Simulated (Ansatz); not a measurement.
**HF/def2-SVP run of CH8Si2 (SMILES [SiH3]C[SiH3])**

Aim: the electronic atomisation energy of CH8Si2 at HF/def2-SVP, from 4 runs. 

The calculation is run with Ansatz 0.2.0.

56 further runs of the same task are left out: 56 set aside as unsound or not needed.

### 1 Starting point

The species is CH8Si2 (11 atoms), meant as a singlet with charge 0. As SMILES, `[SiH3]C[SiH3]`. The shape is that of a PBE0-D4/def2-TZVP optimisation.

Bond lengths: Si1–C2 1.872 Å, C2–Si3 1.872 Å, Si1–H4 1.488 Å, Si1–H5 1.487 Å, Si1–H6 1.487 Å, C2–H7 1.095 Å, C2–H8 1.095 Å, Si3–H9 1.487 Å, Si3–H10 1.487 Å, Si3–H11 1.488 Å. Some angles: Si1–C2–Si3 114.4°, Si1–C2–H7 108.8°, Si1–C2–H8 108.8°, Si3–C2–H7 108.8°, Si3–C2–H8 108.8°, C2–Si1–H4 111.1°, C2–Si1–H5 110.2°, C2–Si1–H6 110.2°, C2–Si3–H9 110.2°, C2–Si3–H10 110.2°.

### 2 The energy at HF/def2-SVP

run.yaml reads:

```yaml
crystal:
  periodic: [false, false, false]
  atoms:
    - symbol: Si
      position_ang: [-1.158980, 1.034720, -0.344660]
    - symbol: C
      position_ang: [-0.286340, -0.621440, -0.365590]
    - symbol: Si
      position_ang: [1.335180, -0.652340, 0.569590]
    - symbol: H
      position_ang: [-2.435800, 0.976800, -1.106490]
    - symbol: H
      position_ang: [-0.293510, 2.078920, -0.955560]
    - symbol: H
      position_ang: [-1.463790, 1.436810, 1.054620]
    - symbol: H
      position_ang: [-0.954100, -1.377620, 0.060730]
    - symbol: H
      position_ang: [-0.099440, -0.908830, -1.405770]
    - symbol: H
      position_ang: [1.110650, -0.304370, 1.998260]
    - symbol: H
      position_ang: [2.282060, 0.336720, -0.011600]
    - symbol: H
      position_ang: [1.964060, -1.999380, 0.506460]
basis:
  gaussian:
    orbitals: def2-SVP
hamiltonian:
  xc: hf
accuracy: high
output:
  orbitals: {seedname: orbitals}
```

Launch:

```
$ ansatz run run.yaml --threads 1 --pin off --max-ram 3480MiB --events-out events.jsonl --progress --plain --runs-dir runs
```

Output:

```text
Warning: RAYON_NUM_THREADS=1 ignored (pool sized by the plan → 1); use --threads N
Functional definition: HF
  name "HF"
  exchange = exact_x
  correlation = 0
2074 factors; integrals over basis functions are off by at most 3.9e-9 eV
mean field evaluation 1: about -16874.1410 eV, gradient 2.2e1 eV
mean field evaluation 2: about -16874.1478 eV, gradient 2.2e1 eV
mean field evaluation 4: about -16875.9058 eV, gradient 2.8e0 eV
mean field evaluation 8: about -16875.9345 eV, gradient 3.1e-4 eV
mean field -16875.93451648 eV, -620.1791545614 hartree, gradient 1.9e-8 eV, S^2 0.000000; 0 other end points of the search recorded, 0 dependent functions left out
reference -16875.93451648 eV, -620.1791545614 hartree; 21, 21 occupied and 69, 69 virtual orbitals, 2074 factors
Total energy: -16875.93451648 eV, -620.1791545614 hartree
```

It took 0.92 s on 1 thread of AMD EPYC 9R45 (Zen 5), shared host; peak memory 0.27 GiB.

### 3 The C atom

molecule.yaml reads:

```yaml
crystal:
  periodic: [false, false, false]
  atoms:
    - symbol: C
      position_ang: [0.000000, 0.000000, 0.000000]
basis:
  gaussian:
    orbitals: def2-SVP
magnetization:
  spin_polarized: true
  initial_magnetization: 2
hamiltonian:
  xc: hf
accuracy: high
```

Run the same way, it converges to -37.64523 Eh (log not shown).

### 4 The H atom at the same level

in.yaml reads:

```yaml
crystal:
  periodic: [false, false, false]
  atoms:
    - {symbol: H, position_ang: [0.000000, 0.000000, 0.000000]}
basis:
  gaussian:
    orbitals: def2-SVP
magnetization:
  spin_polarized: true
  initial_magnetization: 1
hamiltonian:
  xc: hf
accuracy: high
```

Run the same way, it converges to -0.49928 Eh (log not shown).

### 5 The Si atom

in.yaml reads:

```yaml
crystal:
  periodic: [false, false, false]
  atoms:
    - {symbol: Si, position_ang: [0.000000, 0.000000, 0.000000]}
basis:
  gaussian: {orbitals: def2-SVP}
magnetization: {spin_polarized: true, initial_magnetization: 2}
hamiltonian: {xc: hf}
accuracy: high
```

Run the same way, it converges to -288.75313 Eh (log not shown).

### 6 Summary of results

Level: HF/def2-SVP.

| quantity | value |
| --- | --- |
| molecule: total energy | -620.17915 Eh |
| molecule: HOMO energy | -11.89 eV |
| molecule: LUMO energy | 3.84 eV |
| molecule: HOMO–LUMO gap | 15.73 eV |
| C atom: total energy | -37.64523 Eh |
| C atom: ⟨S²⟩ | 2.007 |
| H atom: total energy | -0.49928 Eh |
| H atom: ⟨S²⟩ | 0.750 |
| Si atom: total energy | -288.75313 Eh |
| Si atom: ⟨S²⟩ | 2.009 |
| electronic atomisation energy | 28.121 eV |

What this shows: Taking the molecule apart into free atoms costs 28.12 eV (2713 kJ/mol), before zero-point energy and without spin-orbit coupling. Hartree–Fock lacks the correlation of the bonding pairs, which as a rule makes this value much too low; in minimal bases other errors can mask that.
